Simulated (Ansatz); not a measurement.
# YW3: the cost of one run

Program: Ansatz 0.2.0. Level of theory: DFT PBE, scalar-relativistic, plane waves, PAW. These are calculated values, not measurements.

### 1 The system as given

Symmetry: P4/mmm, No. 123, tetragonal system. Conventional cell: a = 4.164 Å, b = 4.164 Å, c = 4.121 Å, α = 90.00°, β = 90.00°, γ = 90.00°. Y (site symmetry 4/mmm) has 12 W at 2.93 to 2.94 Å as nearest neighbours. W (site symmetry mmm) has 4 Y at 2.93 Å and 8 W at 2.93 to 2.94 Å as nearest neighbours. Around W (site symmetry 4/mmm) lie 8 W at 2.93 Å and 4 Y at 2.94 Å.

Coordinates:

```cif
data_structure
_symmetry_space_group_name_H-M 'P4/mmm'
_symmetry_Int_Tables_number 123
_cell_length_a 4.1642
_cell_length_b 4.1642
_cell_length_c 4.1214
_cell_angle_alpha 90.000
_cell_angle_beta 90.000
_cell_angle_gamma 90.000
_cell_volume 71.47
loop_
_atom_site_label
_atom_site_type_symbol
_atom_site_symmetry_multiplicity
_atom_site_Wyckoff_symbol
_atom_site_fract_x
_atom_site_fract_y
_atom_site_fract_z
_atom_site_occupancy
Y1 Y 1 a 0.00000 0.00000 0.00000 1
W1 W 2 e 0.00000 0.50000 0.50000 1
W2 W 1 c 0.50000 0.50000 0.00000 1
```

This is candidate A: Cu3Pd type (P4/mmm, No. 123).

(A quick probe on a coarse mesh, which set the mesh and smearing, is not shown.)

### 3 Coarse relaxation (candidate A)

Input file input.yaml:

```yaml
crystal:
  lattice:
    - [4.164193185, 0.0, 0.0]
    - [0.0, 4.164193185, 0.0]
    - [0.0, 0.0, 4.1213910912]
  atoms:
    - { symbol: "Y", position: [0.0, 0.0, 0.0] }
    - { symbol: W, position: [0.0, 0.5, 0.5] }
    - { symbol: W, position: [0.5, 0.0, 0.5] }
    - { symbol: W, position: [0.5, 0.5, 0.0] }
basis:
  ecutwfc: 420
kpoints:
  mp_grid: { grid: [4, 4, 4] }
hamiltonian:
  xc: pbe
scf:
  occupations: { method: gaussian, width: 0.1 }
  lower_state_search: "off"
output:
  forces: true
  stress: true
  eigenvalues: true
relax:
  adjacent_minimum: "off"
  f_tol: 0.04
  max_steps: 70
  cell: { stress_tol: 0.4 }
```

Run with:

```sh
ansatz run input.yaml --threads 1 --pin off --max-ram 2560MiB --backend cpu --events-out ev --progress --plain --runs-dir out
```

Q: Estimate wall time and peak memory on 1 thread of Arm Neoverse V2, shared host.

About 31 s, with a peak of 0.35 GiB.
